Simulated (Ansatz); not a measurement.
# Sr2MnAlC6N6: the cost of one run

Computed with Ansatz 0.2.0 (DFT PBE, scalar-relativistic, plane waves, PAW, unless a step's input says otherwise).

1 further run of the same task is left out (it didn't finish).

### Step 1. The starting structure

It takes space group Fm-3m (No. 225, cubic). Conventional cell: a = 10.141 Å, b = 10.141 Å, c = 10.141 Å, α = 90.00°, β = 90.00°, γ = 90.00°. Sr (site symmetry -43m) is surrounded by 12 N at 3.63 Å and 12 C at 3.63 Å. Mn (site symmetry m-3m) has 6 C at 1.94 Å as nearest neighbours. Al (site symmetry m-3m) has 6 N at 1.96 Å as nearest neighbours. C (site symmetry 4mm) is surrounded by 1 N at 1.17 Å. Around N (site symmetry 4mm) lie 1 C at 1.17 Å.

Coordinates:

```
Sr Mn Al C N
1.0
     0.00000    5.07050    5.07050
     5.07050    0.00000    5.07050
     5.07050    5.07050    0.00000
Sr Mn Al C N
2 1 1 6 6
Direct
  0.25000 0.25000 0.25000
  0.75000 0.75000 0.75000
  0.00000 0.00000 0.00000
  0.50000 0.50000 0.50000
  0.80889 0.19111 0.19111
  0.19111 0.80889 0.19111
  0.19111 0.19111 0.80889
  0.19111 0.80889 0.80889
  0.80889 0.19111 0.80889
  0.80889 0.80889 0.19111
  0.69352 0.30648 0.30648
  0.30648 0.69352 0.30648
  0.30648 0.30648 0.69352
  0.30648 0.69352 0.69352
  0.69352 0.30648 0.69352
  0.69352 0.69352 0.30648
```

A structure generator made this guess: cyanide-bridged rock-salt net of two metals, 2 guest cations a cell (Fm-3m, No. 225). Lengths come from tabulated atomic sizes and are only a guess.

### Step 2. Probe: one point on a coarse mesh

input.yaml

```yaml
crystal:
  lattice:
    - [0.0, 5.0705, 5.0705]
    - [5.0705, 0.0, 5.0705]
    - [5.0705, 5.0705, 0.0]
  atoms:
    - { symbol: Sr, position: [0.25, 0.25, 0.25] }
    - { symbol: Sr, position: [0.75, 0.75, 0.75] }
    - { symbol: Mn, position: [0.0, 0.0, 0.0], spin: 4.0 }
    - { symbol: Al, position: [0.5, 0.5, 0.5] }
    - { symbol: C, position: [0.80889459, 0.19110541, 0.19110541] }
    - { symbol: C, position: [0.19110541, 0.80889459, 0.19110541] }
    - { symbol: C, position: [0.19110541, 0.19110541, 0.80889459] }
    - { symbol: C, position: [0.19110541, 0.80889459, 0.80889459] }
    - { symbol: C, position: [0.80889459, 0.19110541, 0.80889459] }
    - { symbol: C, position: [0.80889459, 0.80889459, 0.19110541] }
    - { symbol: "N", position: [0.69352135, 0.30647865, 0.30647865] }
    - { symbol: "N", position: [0.30647865, 0.69352135, 0.30647865] }
    - { symbol: "N", position: [0.30647865, 0.30647865, 0.69352135] }
    - { symbol: "N", position: [0.30647865, 0.69352135, 0.69352135] }
    - { symbol: "N", position: [0.69352135, 0.30647865, 0.69352135] }
    - { symbol: "N", position: [0.69352135, 0.69352135, 0.30647865] }
basis:
  ecutwfc: 420
kpoints:
  mp_grid: { grid: [4, 4, 4] }
hamiltonian:
  xc: pbe
scf:
  occupations: { method: gaussian, width: 0.1 }
  lower_state_search: "off"
output:
  forces: true
  stress: true
  eigenvalues: true
  populations: true
magnetization:
  spin_polarized: true
```

On the command line:

```
$ ansatz run input.yaml --threads 1 --pin off --max-ram 2560MiB --backend cpu --events-out ev --progress --plain --runs-dir out
```

What time and memory should one allow on 1 thread of Arm Neoverse V1, shared host?

About 38 s, with a peak of 0.72 GiB.
